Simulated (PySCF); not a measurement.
# RuO₂OH: quartet, from a trigonal pyramidal start

The task is one start of a wider search on RuO₂OH: the quartet, from a trigonal pyramidal start. It is relaxed, tested by its Hessian and followed downhill if it is a saddle.

Program: PySCF 2.14.0. Level of theory: PBE0, basis Ru def2-TZVP with ECP28, O def2-TZVP, H def2-TZVP, scalar-relativistic core potentials, no spin–orbit coupling, density fitting. These are calculated values, not measurements.

## 1. Where the work starts

5 atoms, charge 0, spin multiplicity 4.

Bond lengths: Ru1–O2 1.710 Å, Ru1–O3 1.710 Å, Ru1–O4 1.880 Å, O4–H5 0.960 Å. Angles: O2–Ru1–O3 99.8°, O2–Ru1–O4 99.8°, O3–Ru1–O4 99.8°, Ru1–O4–H5 130.0°.

Z-matrix (Å, degrees; charge 0 multiplicity 4):
```
Ru
O  1 1.7100
O  1 1.7100 2 99.75
O  1 1.8800 2 99.75 3 -101.77
H  4 0.9600 1 130.00 2 140.88
```

## 2. The SCF at the typed geometry

The steps below are one call of a driver around PySCF. For each, scf.py gives the equivalent set-up of the SCF; relaxations use the driver's own optimiser. After this first run the driver tries any further starts and a stability analysis.

scf.py reads:

```python
from pyscf import gto, scf, dft
mol = gto.M(atom='''
Ru     0.000000     0.000000     0.000000
O      1.509800     0.000000     0.802800
O     -0.754900     1.307600     0.802800
O     -0.830000    -1.437600     0.882600
H     -1.739300    -1.541700     1.172300''',
    basis={'Ru': 'def2-TZVP', 'O': 'def2-TZVP', 'H': 'def2-TZVP'},
    ecp={'Ru': 'def2-TZVP'},
    charge=0, spin=3)
mf = dft.UKS(mol, xc='PBE0')
mf.grids.atom_grid = (50, 194)
aux = {'Ru': 'def2-universal-JKFIT', 'O': 'def2-universal-JKFIT', 'H': 'def2-universal-JKFIT'}
mf = mf.density_fit(auxbasis=aux)
mf.conv_tol = 1e-08
mf.diis_space = 10
mf.max_cycle = 60
mf.init_guess = 'minao'
mf.verbose = 4
mf.kernel()
```

Started as:

```sh
$ OMP_NUM_THREADS=4 python axn.py task.json out
```

Further steps of the session: Trigonal pyramidal start, quartet: relaxation; Hessian and properties.

Q: Predict the outcome of this session. Wanted: minimum; geometry; wavenumbers; dipole moment; highest occupied, lowest empty level; polar-tensor charge of Ru1; zero-point energy; atomisation energy; ⟨S²⟩.

**Answer**, as computed:

```
                                          quantity                                                                                           value
                                           minimum                                                                                     quartet, Cs
                                          geometry  O–H 0.963 Å, Ru–O 1.688 Å (×2), Ru–O 1.859 Å; H–O–Ru 119.8°, O–Ru–O 113.6°, O–Ru–O 123.2° (×2)
                                wavenumbers (cm⁻¹)    168 (a'), 214 (a''), 228 (a''), 321 (a'), 708 (a'), 742 (a'), 905 (a''), 975 (a'), 3841 (a')
                                     dipole moment                                                                                          2.64 D
highest occupied, lowest empty level (either spin)                                                                                 -7.76, -4.61 eV
                        polar-tensor charge of Ru1                                                                                         +1.54 e
                                 zero-point energy                                                                                     48.5 kJ/mol
                               entropy at 298.15 K                                                                                 323.7 J/(mol K)
         atomisation energy (no zero-point energy)                                                                                     1669 kJ/mol
                                              ⟨S²⟩                                                                                           3.761
```

From C1 at the start the molecule goes to a Cs minimum. The strongest infrared band lies at 708 cm⁻¹ (a'). Most of the spin sits on Ru1 (Mulliken spin 1.98, against 3 for the whole molecule). Other starts or spin states, not run here, may lie lower. Open d and f shells are described by one determinant, and the ground state may have another occupation or spin.
